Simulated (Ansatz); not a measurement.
**TaF3 (database structure): how the settings move a relaxation**

Question: which choices in the input matter for TaF3 (database structure)?

Computed with Ansatz 0.2.0 (reference: DFT PBE, plane waves, PAW, scalar-relativistic, no spin polarisation, unless a step's input says otherwise).

## Step 1: The starting structure

It takes space group Pm-3m (No. 221, cubic). Conventional cell: a = 3.948 Å, b = 3.948 Å, c = 3.948 Å, α = 90.00°, β = 90.00°, γ = 90.00°. Around Ta (site symmetry m-3m) lie 6 F at 1.97 Å. F (site symmetry 4/mmm) has 2 Ta at 1.97 Å as nearest neighbours.

As a file:

```cif
data_structure
_symmetry_space_group_name_H-M 'P 1'
_symmetry_Int_Tables_number 1
_cell_length_a 3.9477
_cell_length_b 3.9477
_cell_length_c 3.9477
_cell_angle_alpha 90.000
_cell_angle_beta 90.000
_cell_angle_gamma 90.000
_cell_volume 61.52
loop_
_atom_site_label
_atom_site_type_symbol
_atom_site_fract_x
_atom_site_fract_y
_atom_site_fract_z
_atom_site_occupancy
Ta1 Ta 0.00000 0.00000 0.00000 1
F1 F 0.50000 0.00000 0.00000 1
F2 F 0.00000 0.50000 0.00000 1
F3 F 0.00000 0.00000 0.50000 1
```

## Step 2: The reference run

Input file input.yaml:

```yaml
crystal:
  lattice:
    - [3.947713, 0.0, 0.0]
    - [0.0, 3.947713, 0.0]
    - [0.0, 0.0, 3.947713]
  atoms:
    - { symbol: Ta, position: [0.0, 0.0, 0.0] }
    - { symbol: F, position: [0.5, 0.0, 0.0] }
    - { symbol: F, position: [0.0, 0.5, 0.0] }
    - { symbol: F, position: [0.0, 0.0, 0.5] }
  symmetry: { tolerance: 0.0003 }
kpoints:
  mp_grid: { grid: [5, 5, 5], shift: [0, 0, 0] }
magnetization:
  spin_polarized: false
scf:
  occupations: { method: fermi_dirac }
hamiltonian:
  pseudopotentials: { kind: paw }
  xc: pbe
basis:
  ecutwfc: 420
output:
  forces: true
  stress: true
  eigenvalues: true
relax:
  max_steps: 40
  cell: {}
```

The run is started by

```
> ansatz run input.yaml --threads 1 --pin off --max-ram 2560MiB --backend cpu --events-out ev --progress --plain --runs-dir out
```

## Step 3: Variant: hubbard.sites [{species: Ta, l: d, u_eff: 2.0}], hubbard.double_counting fll

Changes to input.yaml since step 2:

```diff
@@ -20,2 +20,3 @@
   xc: pbe
+  hubbard: { sites: [{ species: Ta, l: d, u_eff: 2.0 }], double_counting: fll }
 basis:
```

## Step 4: Changing settings: preconditioner local_kerker

Changes to input.yaml since step 2:

```diff
@@ -17,2 +17,3 @@
   occupations: { method: fermi_dirac }
+  mixing: { preconditioner: local_kerker }
 hamiltonian:
```

## Step 5: Changing settings: mp_grid.grid [3, 3, 3], occupations.method methfessel_paxton, occupations.width 0.1, ecutwfc 51.4 Ry

Changes to input.yaml since step 2:

```diff
@@ -12,3 +12,3 @@
 kpoints:
-  mp_grid: { grid: [5, 5, 5], shift: [0, 0, 0] }
+  mp_grid: { grid: [3, 3, 3], shift: [0, 0, 0] }
 magnetization:
@@ -16,3 +16,3 @@
 scf:
-  occupations: { method: fermi_dirac }
+  occupations: { method: methfessel_paxton, width: 0.1 }
 hamiltonian:
@@ -21,3 +21,3 @@
 basis:
-  ecutwfc: 420
+  ecutwfc: "51.4 Ry"
 output:
```

## Step 6: Again, with eigensolver.kind davidson

Changes to input.yaml since step 2:

```diff
@@ -17,2 +17,3 @@
   occupations: { method: fermi_dirac }
+  eigensolver: { kind: davidson }
 hamiltonian:
```

Q: Predict the outcome of this session. Wanted: for each run, ending; energy change; pressure; gap; force.

The runs gave:

| run | ending | energy change | pressure (GPa) | gap (eV) | force (eV/Å) | cycles | time |
| --- | --- | --- | --- | --- | --- | --- | --- |
| reference | converged | 0 | 0.0 | 0.00 | 0.00 | 48 | 7.9 s |
| 1: hubbard.sites [{species: Ta, l: d, u_eff: 2.0}], hubbard.double_counting fll | converged | +521.9 meV/atom (U changed: no physical gain or loss) | 0.0 | 0.00 | 0.00 | 62 | 10 s |
| 2: preconditioner local_kerker | converged | 0.0 meV/atom | 0.0 | 0.00 | 0.00 | 44 | 7.3 s |
| 3: mp_grid.grid [3, 3, 3], occupations.method methfessel_paxton, occupations.width 0.1, ecutwfc 51.4 Ry | converged | +36.9 meV/atom (σ→0) | 0.0 | 0.00 | 0.00 | 39 | 5.5 s |
| 4: eigensolver.kind davidson | converged | 0.0 meV/atom | 0.0 | 0.00 | 0.00 | 49 | 8.5 s |

A changed U is a change of model: its shifts are not errors of convergence.

The reference has limits of its own: its mesh is coarse for a cell with so small a gap or none.
